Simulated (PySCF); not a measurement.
# C₂H₉GaO: runs on many settings, part 2 of 2

PySCF 2.14.0. Atoms count from 0. Earlier steps stand in the parts before.

### 6 Spin-spin couplings: PBE0/6-31G* in chloroform

What the job is given:

```
{"job": {"kind": "j", "xc": "PBE0", "basis": "6-31G*", "solvent": "chloroform", "grid": 3}, "charge": 0, "multiplicity": 1}
C     -0.319566     1.499777     0.026934
O     -0.109761     0.105092    -0.085826
C     -1.281495    -0.666606     0.096528
Ga     1.727466    -0.885515    -0.152571
H     -0.709227     1.756933     1.016894
H     -1.017029     1.844809    -0.743079
H      0.652898     1.971073    -0.117282
H     -1.711212    -0.493824     1.088016
H     -2.022879    -0.427839    -0.672991
H     -0.979846    -1.711910     0.005617
H      2.575797     0.329113    -0.610259
H      1.339776    -1.969214    -1.194151
H      1.850691    -1.351403     1.324441
```

With the program's defaults for keys left out, this is: PBE0/6-31G* indirect spin-spin coupling, non-relativistic, IEF-PCM chloroform.

Log:

```text
coarse grid: 45208 points
cycle   1  E = -2080.9060479841  dE = -3.628e-01  |g| = 5.438e-01  |ddm| = 2.953e+00
cycle   2  E = -2080.8757770083  dE =  3.027e-02  |g| = 7.179e-01  |ddm| = 6.643e-01
cycle   3  E = -2080.9459349176  dE = -7.016e-02  |g| = 6.462e-02  |ddm| = 4.339e-01
cycle   4  E = -2080.9465770388  dE = -6.421e-04  |g| = 3.146e-02  |ddm| = 5.539e-02
cycle   5  E = -2080.9467099140  dE = -1.329e-04  |g| = 3.598e-03  |ddm| = 1.875e-02
cycle   6  E = -2080.9467118931  dE = -1.979e-06  |g| = 5.300e-04  |ddm| = 3.205e-03
final grid: 151496 points
cycle   7  E = -2080.9467210717  dE = -4.070e-08  |g| = 5.113e-04  |ddm| = 1.278e-03
cycle   8  E = -2080.9467210632  dE =  8.552e-09  |g| = 5.615e-04  |ddm| = 9.562e-04
cycle   9  E = -2080.9467211381  dE = -7.489e-08  |g| = 7.247e-05  |ddm| = 4.999e-04
cycle  10  E = -2080.9467211390  dE = -9.240e-10  |g| = 1.037e-05  |ddm| = 4.604e-05
converged SCF energy = -2080.9467211390

Indirect spin-spin couplings (Hz)
  i      j    bonds     total        FC       PSO       DSO        SD
  0 C    1 O    1      5.830     7.054    -1.065    -0.160         -
  0 C    2 C    2     -1.665    -1.434    -0.201    -0.031         -
  0 C    4 H    1    153.139   152.211     0.066     0.862         -
  0 C    5 H    1    153.965   153.049     0.062     0.855         -
  0 C    6 H    1    151.455   150.507     0.050     0.897         -
  0 C    7 H    3      1.609     1.581     0.043    -0.015         -
  0 C    8 H    3      1.317     1.302     0.047    -0.032         -
  0 C    9 H    3      8.473     8.685     0.366    -0.578         -
  0 C   10 H    3      1.206     1.086    -0.015     0.136         -
  0 C   11 H    3      1.203     1.538     0.161    -0.497         -
  0 C   12 H    3     -0.046     0.152     0.101    -0.299         -
  1 O    2 C    1      5.817     7.117    -1.137    -0.162         -
  1 O    4 H    2     -2.024    -1.576    -0.466     0.019         -
  1 O    5 H    2     -2.512    -2.064    -0.464     0.017         -
  1 O    6 H    2     -6.294    -5.618    -0.601    -0.075         -
  1 O    7 H    2     -2.008    -1.534    -0.489     0.016         -
  1 O    8 H    2     -2.499    -2.036    -0.480     0.016         -
  1 O    9 H    2     -6.908    -6.200    -0.621    -0.087         -
  1 O   10 H    2     -6.192    -6.205    -0.015     0.028         -
  1 O   11 H    2     -5.767    -5.797    -0.011     0.041         -
  1 O   12 H    2     -4.124    -4.225     0.014     0.086         -
  2 C    4 H    3      1.590     1.559     0.044    -0.013         -
  2 C    5 H    3      1.403     1.382     0.046    -0.024         -
  2 C    6 H    3      8.515     8.729     0.367    -0.581         -
  2 C    7 H    1    152.995   152.047     0.066     0.882         -
  2 C    8 H    1    153.659   152.724     0.062     0.873         -
  2 C    9 H    1    151.145   150.134     0.062     0.948         -
  2 C   10 H    3      2.258     2.683     0.181    -0.606         -
  2 C   11 H    3      1.281     1.205    -0.009     0.085         -
  2 C   12 H    3      0.021     0.066     0.031    -0.076         -
  4 H    5 H    2    -11.791   -10.800     1.292    -2.284         -
  4 H    6 H    2    -15.488   -14.565     1.247    -2.170         -
  4 H    7 H    4      0.694     0.112    -0.882     1.463         -
  4 H    8 H    4      0.575     0.870     0.436    -0.731         -
  4 H    9 H    4     -0.898    -0.286     1.097    -1.708         -
  4 H   10 H    4     -0.371    -0.155     0.449    -0.666         -
  4 H   11 H    4     -0.889     0.385     0.768    -2.042         -
  4 H   12 H    4     -0.301    -0.171     0.146    -0.276         -
  5 H    6 H    2    -15.582   -14.626     1.258    -2.214         -
  5 H    7 H    4      0.575     0.864     0.426    -0.714         -
  5 H    8 H    4      0.648     0.121    -0.840     1.366         -
  5 H    9 H    4     -0.928    -0.310     1.115    -1.733         -
  5 H   11 H    4     -0.559     0.075     0.476    -1.110         -
  5 H   12 H    4     -0.892     0.176     0.788    -1.856         -
  6 H    7 H    4     -0.914    -0.284     1.105    -1.735         -
  6 H    8 H    4     -0.937    -0.299     1.118    -1.756         -
  6 H    9 H    4      0.939     1.699     1.333    -2.093         -
  6 H   10 H    4      1.374    -0.471    -0.926     2.771         -
  6 H   11 H    4     -1.257     0.353     0.409    -2.019         -
  6 H   12 H    4     -0.819     0.052     0.150    -1.022         -
  7 H    8 H    2    -11.865   -10.900     1.292    -2.257         -
  7 H    9 H    2    -15.373   -14.542     1.218    -2.048         -
  7 H   10 H    4     -0.975     0.306     0.701    -1.982         -
  7 H   11 H    4     -0.804    -0.230     0.619    -1.193         -
  8 H    9 H    2    -15.494   -14.631     1.227    -2.090         -
  8 H   10 H    4     -0.456     0.557     0.644    -1.657         -
  8 H   12 H    4     -1.184    -0.309     0.756    -1.631         -
  9 H   10 H    4     -1.815     0.546     0.524    -2.885         -
  9 H   11 H    4      0.990    -0.574    -0.844     2.408         -
  9 H   12 H    4      0.271     0.021    -0.334     0.583         -
 10 H   11 H    2     11.546    16.497     0.452    -5.403         -
 10 H   12 H    2     12.610    17.439     0.446    -5.275         -
 11 H   12 H    2     13.810    18.422     0.426    -5.038         -
```

It took 14 s on 1 thread of Intel Xeon at 2.70GHz, shared host; peak memory 0.66 GiB.

The basis is not made for couplings: without tight functions at the nuclei these values are rough.

This run: J(C0,H4) 152.7 Hz, J(H4,H5) -14.3 Hz, J(H10,H11) 12.7 Hz (means over like pairs).

### 7 Run by run: NMR shifts

Shifts (ppm), means over like atoms, with basis size and wall time:

| run | C0 | H10 | H4 | O1 | functions | time |
| --- | --- | --- | --- | --- | --- | --- |
| PBE0/pcSseg-1 | 64.9 | 4.81 | 3.69 | -9.4 | 137 | 25 s |
| wB97X/pcSseg-1 | 64.4 | 4.71 | 3.69 | -16.0 | 137 | 24 s |

### 8 Comparing the runs: spin-spin couplings

Couplings (Hz), each a mean over the pairs like the one named, with basis size and wall time:

| run | C0–H4 | H10–H11 | C0–O1 | H4–H5 | O1–H10 | C0–H7 | O1–H4 | functions | time |
| --- | --- | --- | --- | --- | --- | --- | --- | --- | --- |
| wB97X-D/def2-SVPD in benzene | 172.6 | 12.5 | 11.1 | -10.8 | -8.9 | 4.8 | -3.3 | 173 | 36 s |
| PBE0/6-31G* in chloroform | 152.7 | 12.7 | 5.8 | -14.3 | -5.4 | 3.8 | -3.7 | 92 | 14 s |

### 9 Results

The summary covers parts 1 to 2.

| quantity | value |
| --- | --- |
| ¹³C shifts against TMS (PBE0/pcSseg-1, means over atoms taken as alike) | 64.9 ppm |
| ¹H shifts against TMS (PBE0/pcSseg-1, means over atoms taken as alike) | 4.81, 3.69 ppm |
| ¹⁷O shifts against H2O (PBE0/pcSseg-1) | -9.4 ppm |
| shieldings of Ga (PBE0/pcSseg-1) | Ga3 1398.3 ppm |
| surface potential, 1st and 99th percentile | -1.03 V and 1.32 V |
| lowest singlet (PBE0/def2-SVPD) | 6.25 eV (199 nm), f = 0.005 |
| brightest single state of those computed | state 3, 6.81 eV, f = 0.090 |
| lowest triplet | 5.84 eV |
| largest coupling of the table (wB97X-D/def2-SVPD) | ¹J(C,H) C0–H4, 172.6 Hz |
| range of the shift of O1 | -16.0 to -9.4 ppm |
| range of J(C0,H4), mean over like pairs | 152.7 to 172.6 Hz |

**Reading.** Single values in the summary come from the first run of each kind that ended normally (PBE0/pcSseg-1; PBE0/def2-SVPD; wB97X-D/def2-SVPD), which need not be the best level. At PBE0/pcSseg-1: The widest tensor belongs to Ga3: span 266 ppm, with a paramagnetic part of -1241 ppm. The lowest singlet, at 6.25 eV, is HOMO→LUMO 0.80, HOMO→LUMO+1 0.18 and is weak; of the 6 states computed, the strongest absorption comes from state 3 at 6.81 eV (the last state computed is bright too, and its partners may lie past the list). The lowest triplet lies 0.41 eV below the lowest singlet (triplets in Tamm-Dancoff, singlets in full TDDFT). Of the pairs tabulated at wB97X-D/def2-SVPD, C0–H4 (mean over like pairs) couples most strongly (172.6 Hz; Fermi contact 171.7 Hz). Among the atoms with a shift in every run: In ppm, O1 moves most: its shift spreads over 6.6 ppm, from -16.0 (wB97X/pcSseg-1) to -9.4 (PBE0/pcSseg-1). The coupling C0–H4, as a mean over pairs of its kind, runs from 152.7 Hz (PBE0/6-31G* in chloroform) to 172.6 Hz (wB97X-D/def2-SVPD in benzene). Spin-orbit coupling is left out, which matters for shieldings and couplings at and beside the heavy atoms. Couplings from bases without tight functions are rough.
